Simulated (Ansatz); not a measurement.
# LiMg6GaO8: the cost of one run

Method: DFT LDA, plane waves, PAW, scalar-relativistic, no spin polarisation, in Ansatz 0.2.0.

### Step 1. The starting structure

The cell holds 32 atoms (Ga2Li2Mg12O16): a = 6.004 Å, b = 6.004 Å, c = 8.473 Å, α = 90.00°, β = 90.00°, γ = 90.00°.

Its coordinates follow in the input file.

### Step 2. Run 1

200 steps of 1 fs under a Langevin thermostat at 1500 K.

input.yaml reads:

```yaml
accuracy: low
crystal:
  lattice:
    - [-4.245793, -4.245793, 0.0]
    - [4.245793, -4.245793, 0.0]
    - [0.0, 0.0, 8.473007]
  atoms:
    - { symbol: Li, position: [0.5, 0.5, 0.0] }
    - { symbol: Mg, position: [0.0, 0.5, 0.0] }
    - { symbol: Mg, position: [0.0, 0.5, 0.5] }
    - { symbol: Mg, position: [0.25, 0.25, 0.2386367] }
    - { symbol: Mg, position: [0.25, 0.25, 0.7613633] }
    - { symbol: Mg, position: [0.25, 0.75, 0.2386367] }
    - { symbol: Mg, position: [0.25, 0.75, 0.7613633] }
    - { symbol: Ga, position: [0.5, 0.5, 0.5] }
    - { symbol: O, position: [0.5, 0.5, 0.2730985] }
    - { symbol: O, position: [0.5, 0.5, 0.7269015] }
    - { symbol: O, position: [0.0, 0.5, 0.2534593] }
    - { symbol: O, position: [0.0, 0.5, 0.7465408] }
    - { symbol: O, position: [0.25, 0.25, 0.0] }
    - { symbol: O, position: [0.25, 0.25, 0.5] }
    - { symbol: O, position: [0.25, 0.75, 0.0] }
    - { symbol: O, position: [0.25, 0.75, 0.5] }
    - { symbol: Li, position: [0.0, 0.0, 0.0] }
    - { symbol: Mg, position: [0.5, 0.0, 0.0] }
    - { symbol: Mg, position: [0.5, 0.0, 0.5] }
    - { symbol: Mg, position: [0.75, 0.75, 0.2386367] }
    - { symbol: Mg, position: [0.75, 0.75, 0.7613633] }
    - { symbol: Mg, position: [0.75, 0.25, 0.2386367] }
    - { symbol: Mg, position: [0.75, 0.25, 0.7613633] }
    - { symbol: Ga, position: [0.0, 0.0, 0.5] }
    - { symbol: O, position: [0.0, 0.0, 0.2730985] }
    - { symbol: O, position: [0.0, 0.0, 0.7269015] }
    - { symbol: O, position: [0.5, 0.0, 0.2534593] }
    - { symbol: O, position: [0.5, 0.0, 0.7465408] }
    - { symbol: O, position: [0.75, 0.75, 0.0] }
    - { symbol: O, position: [0.75, 0.75, 0.5] }
    - { symbol: O, position: [0.75, 0.25, 0.0] }
    - { symbol: O, position: [0.75, 0.25, 0.5] }
basis:
  ecutwfc: 420.0
kpoints:
  mp_grid: { grid: [2, 2, 1] }
hamiltonian:
  xc: lda
scf:
  occupations: { method: fermi_dirac, width: 0.002 }
  lower_state_search: "off"
  max_iter: 89
md:
  timestep: 1
  n_steps: 200
  ensemble: nvt_langevin
  temperature: 1500.0
  initial_velocities: maxwell_boltzmann
  seed: 275184
  friction: 0.005
```

Started as:

```
$ ansatz run input.yaml --threads 2 --pin off --max-ram 5120MiB --backend cpu --events-out ev --progress --plain --runs-dir out
```

**Question.** How long does this run take on 2 threads of Intel Xeon Platinum 8488C (Sapphire Rapids), shared host, and how much memory does it need?

About 9 min, with a peak of 1 GiB.
